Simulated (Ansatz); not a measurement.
**C₂H₁₀NPSi: a ladder of functionals and wavefunction methods**

The task here is to estimate one member of a computed series from the others.

The runs use Ansatz 0.2.0, Gaussian basis; functionals in def2-TZVPP, the program's frozen cores in correlated methods.

The runs, in order: PBE-D4, r2SCAN-D4, PBE0-D4, B3LYP-D4, ωB97X-V, ωB97M-V, B2PLYP; CCSD(T)/def2-TZVPP; MP2/def2-QZVPP; extrapolation to the limit.

## Structure used throughout

All runs share one geometry, relaxed beforehand with PBE0-D4 in a triple-zeta def2 set.

SMILES `CCN([SiH3])P`, 15 atoms, charge 0, spin multiplicity 1.

Atoms are counted from 1 here; the program's logs count them from 0.

Bond lengths: C1–C2 1.517 Å, C1–H6 1.093 Å, C1–H7 1.092 Å, C1–H8 1.092 Å, C2–N3 1.462 Å, C2–H9 1.097 Å, C2–H10 1.096 Å, N3–Si4 1.732 Å, N3–P5 1.699 Å, Si4–H11 1.481 Å, Si4–H12 1.491 Å, Si4–H13 1.490 Å, P5–H14 1.428 Å, P5–H15 1.428 Å. Angles: C2–C1–H6 110.5°, C2–C1–H7 110.9°, C2–C1–H8 111.1°, H6–C1–H7 108.2°, H6–C1–H8 107.9°, H7–C1–H8 108.1°, C1–C2–N3 113.7°, C1–C2–H9 109.5°, C1–C2–H10 110.1°, N3–C2–H9 108.5°, N3–C2–H10 108.5°, H9–C2–H10 106.3°, C2–N3–Si4 118.1°, C2–N3–P5 121.1°, Si4–N3–P5 120.7°, N3–Si4–H11 108.4°, N3–Si4–H12 112.0°, N3–Si4–H13 109.3° and more.

The first run:

File in.yaml:

```yaml
crystal:
  periodic: [false, false, false]
  atoms:
    - {symbol: C, position_ang: [-1.078614, 0.764013, 1.237712]}
    - {symbol: C, position_ang: [0.304944, 0.679711, 0.620563]}
    - {symbol: N, position_ang: [0.368933, -0.175712, -0.563740]}
    - {symbol: Si, position_ang: [0.904104, -1.810517, -0.361823]}
    - {symbol: P, position_ang: [-0.151811, 0.385713, -2.080536]}
    - {symbol: H, position_ang: [-1.067893, 1.418228, 2.112848]}
    - {symbol: H, position_ang: [-1.424824, -0.222848, 1.552977]}
    - {symbol: H, position_ang: [-1.802988, 1.167318, 0.527022]}
    - {symbol: H, position_ang: [1.015204, 0.297912, 1.364344]}
    - {symbol: H, position_ang: [0.656797, 1.680937, 0.345748]}
    - {symbol: H, position_ang: [1.010165, -2.436295, -1.700285]}
    - {symbol: H, position_ang: [-0.030437, -2.604339, 0.486681]}
    - {symbol: H, position_ang: [2.223112, -1.813716, 0.330466]}
    - {symbol: H, position_ang: [-1.423180, 0.949937, -1.758363]}
    - {symbol: H, position_ang: [0.474689, 1.668958, -2.084213]}
basis:
  gaussian: {orbitals: def2-TZVPP}
hamiltonian: {xc: pbe, dispersion: d4}
output: {forces: true, orbitals: {seedname: orbitals}}
```

Launch:

```
ansatz run in.yaml --threads 2 --pin off --events-out ev --progress --plain --max-ram 32768MiB --backend cuda --devices 0, --max-vram 18GiB
```

Steps of the session up to this table: PBE-D4 (GGA); r2SCAN-D4 (meta-GGA); PBE0-D4 (hybrid); B3LYP-D4 (hybrid); ωB97X-V (range-separated); ωB97M-V (range-separated); B2PLYP (double hybrid); CCSD(T) in def2-TZVPP; MP2 in def2-QZVPP.

One table of the session follows, with a row left open; its other results are not shown here.

It belongs to the step «Atomisation energies». 

| method | atomisation energy (kcal/mol) |
| --- | --- |
| PBE-D4 | 1237.0 |
| r2SCAN-D4 | 1221.6 |
| PBE0-D4 | ? |
| B3LYP-D4 | 1231.7 |
| ωB97X-V | 1235.7 |
| ωB97M-V | 1232.8 |
| B2PLYP | 1211.5 |
| HF/def2-TZVPP | 890.6 |
| MP2/def2-TZVPP | 1193.8 |
| CCSD/def2-TZVPP | 1177.3 |
| CCSD(T)/def2-TZVPP | 1192.2 |
| MP2/CBS | 1226.7 |
| CCSD(T)/CBS | 1225.1 |

Estimate the missing values for PBE0-D4.

As computed: atomisation energy (kcal/mol): 1223.4. In the column «atomisation energy (kcal/mol)» it lies between r2SCAN-D4 (1221.6) and CCSD(T)/CBS (1225.1).

Caveats from the session: Free atoms (2 C, 1 N, 1 Si, 1 P, 10 H) were run apart at each level; the atomisation energy is their sum less the molecule, without zero-point or spin-orbit terms.
